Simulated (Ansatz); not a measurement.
The system is GeW.

```
Ge W
1.0
     0.00000    2.57761    2.57761
     2.57761    0.00000    2.57761
     2.57761    2.57761    0.00000
Ge W
1 1
Direct
  0.50000 0.50000 0.50000
  0.00000 0.00000 0.00000
```

The cell was built by a generator and needn't be a form met in nature.

Base run:

| Quantity | Value |
| --- | --- |
| Program | Ansatz 0.2.0 |
| Functional | PBE |
| Potentials or basis | Ansatz PAW |
| Cutoff | 420 eV (not typed: the program's choice for these potentials) |
| k mesh | 7 × 7 × 7 |
| Occupations | fermi-dirac, width 0.05 eV |
| Spin | spin-orbit coupling, no magnetisation |

Its results: band gap on the k mesh none (metal or under the smearing width); pressure 0.3 GPa.

Task: The run is repeated on the same cell with these changes: functional from PBE to LDA. What comes out?

Result: Band gap on the k mesh none (metal or under the smearing width); pressure -9.4 GPa.

LDA binds more tightly than PBE, so the same cell stands under less pressure.

Caveats: the PAW data sets come from PBE, with cores solved anew for the run's functional, which leaves a small shift of forces and pressure (some runs).
